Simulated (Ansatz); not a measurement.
# RbLuS2: the cost of one run

Computed, not measured: Ansatz 0.2.0, DFT, r2SCAN, no spin polarisation, plane waves, PAW.

### 1 Geometry

It takes space group R-3m (No. 166, trigonal). Conventional cell: a = 3.996 Å, b = 3.996 Å, c = 22.869 Å, α = 90.00°, β = 90.00°, γ = 120.00°. Lu (site symmetry -3m) has 6 S at 2.73 Å as nearest neighbours. S (site symmetry 3m) has 3 Lu at 2.73 Å and 3 Rb at 3.30 Å as nearest neighbours. Rb (site symmetry -3m) has 6 S at 3.30 Å as nearest neighbours.

Its coordinates follow in the input file.

The first density is read from a saved solution for the starting cell.

### 2 Relaxing

Contents of input.yaml:

```yaml
crystal:
  lattice:
    - [1.99824137, 1.15368273, 7.6231281]
    - [-1.99824137, 1.15368273, 7.6231281]
    - [0.0, -2.30736545, 7.6231281]
  atoms:
    - { symbol: Lu, position: [0.5, 0.5, 0.5] }
    - { symbol: S, position: [0.2303, 0.2303, 0.2303] }
    - { symbol: S, position: [0.7697, 0.7697, 0.7697] }
    - { symbol: Rb, position: [0.0, 0.0, 0.0] }
  symmetry: { tolerance: 0.0003 }
kpoints:
  mp_grid: { grid: [6, 6, 6], shift: [0, 0, 0] }
magnetization:
  spin_polarized: false
scf:
  occupations: { method: fermi_dirac }
  lower_state_search: "off"
hamiltonian:
  pseudopotentials: { kind: paw }
  xc: r2scan
basis:
  ecutwfc: 500
  fft_grid_basis: typed
relax:
  max_steps: 60
  cell: { p_target: 0.0 }
  f_tol: 0.03
output:
  forces: true
  stress: true
  eigenvalues: true
  bader: true
  populations: true
  elf: true
  write_potential: true
  volumetric_format: npy
  dos:
    e_range: [-12, 8]
    de: 0.05
    projected: { site_lists: { Lu: [Lu], Rb: [Rb], S: [S] } }
checkpoint:
  read: saved_state
```

The run is started by

```bash
> ansatz run input.yaml --threads 2 --pin off --max-ram 2560MiB --backend cpu --events-out ev --progress --plain --runs-dir out
```

Q: Estimate wall time and peak memory on 2 threads of Arm Neoverse N1, shared host.

About 2.1 min, with a peak of 1.5 GiB.
